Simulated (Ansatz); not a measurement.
Debugging the interaction energy of a dimer with the counterpoise correction of CH4SSi, SMILES C[Si]S (Ansatz 0.2.0, Python API).

The script, `dimer.py`:
```python
"""Interaction energy of two CH4SSi molecules, with the counterpoise correction."""

import ansatz as az

FIRST = [
    ("C", (-0.8688, 0.6167, -0.2348)),
    ("Si", (0.2933, -0.0457, 0.9472)),
    ("S", (1.6148, -1.3325, -0.1234)),
    ("H", (-1.4248, -0.1144, -0.7408)),
    ("H", (-0.4166, 1.2361, -1.0459)),
    ("H", (-1.6243, 1.343, 0.2573)),
    ("H", (2.4267, -1.7033, 0.9401)),
]
SECOND = [
    ("C", (1.3757, 4.7902, -1.1376)),
    ("Si", (1.2692, 4.2218, 0.5511)),
    ("S", (-0.6826, 3.4044, 0.8176)),
    ("H", (0.6565, 5.5102, -1.3906)),
    ("H", (1.2604, 3.9947, -1.9121)),
    ("H", (2.4138, 5.2419, -1.3804)),
    ("H", (-0.5465, 3.0076, 2.1411)),
]

def energy(atoms, ghosts=()):
    molecule = az.Crystal.molecule()
    for symbol, xyz in atoms:
        molecule = molecule.atom(symbol, xyz)
    calc = (
        molecule.calculation()
        .basis(gaussian="cc-pVDZ")
        .functional("b3lyp", dispersion="d4")
    )
    deck = calc.input()
    if ghosts:
        deck = deck.set(az.key.basis.gaussian.ghost_atoms, [{"symbol": s, "position_ang": list(xyz)} for s, xyz in ghosts])
    return az.Session.from_dict(deck).plan().execute().report["free_energy"]

# ghost atoms carry the functions of the partner
both = energy(FIRST + SECOND)
alone = energy(FIRST) + energy(SECOND)
ghosted = energy(FIRST, SECOND) + energy(SECOND, FIRST)
print(f"dimer {both:.6f} eV")
print(f"interaction, uncorrected   {23.060548 * (both - alone):8.3f} kcal/mol")
print(f"interaction, counterpoise  {23.060548 * (both - ghosted):8.3f} kcal/mol")
print(f"basis-set superposition    {23.060548 * (alone - ghosted):8.3f} kcal/mol")
```

```console
$ python dimer.py
Traceback (most recent call last):
  File "dimer.py", line 39, in <module>
    both = energy(FIRST + SECOND)
  File "dimer.py", line 36, in energy
    return az.Session.from_dict(deck).plan().execute().report["free_energy"]
           ~~~~~~~~~~~~~~~~~~~~~~~~~~~~~~~~~~~~~~~~~~~~~~~~~~^^^^^^^^^^^^^^^
KeyError: 'free_energy'
```

What is wrong, and how is it mended?

The fault: the report has no such key (the free energy stands under free_energy_ev). The change:

```diff
--- before
+++ after
@@ -35,3 +35,3 @@
         deck = deck.set(az.key.basis.gaussian.ghost_atoms, [{"symbol": s, "position_ang": list(xyz)} for s, xyz in ghosts])
-    return az.Session.from_dict(deck).plan().execute().report["free_energy"]
+    return az.Session.from_dict(deck).plan().execute().report["free_energy_ev"]
```

The mended script runs so:

```console
$ python dimer.py
dimer -39631.807627 eV
interaction, uncorrected      3.201 kcal/mol
interaction, counterpoise     4.412 kcal/mol
basis-set superposition       1.211 kcal/mol
```

Notes:
- Total energies depend on the basis set; only differences at equal settings carry meaning.
- The dimer is a generated trial pose of unrelaxed monomers, not a minimum, so the figure is no binding energy, and the basis set is small.
- b3lyp holds the VWN-RPA fit, as in Gaussian; the form of ORCA and Turbomole is b3lyp5.
- Timing: 23 s on 1 thread of Arm Neoverse V2, with other jobs on the host, peak memory 0.41 GiB.

(Lines on the test bed's own set-up are left out of the output.)
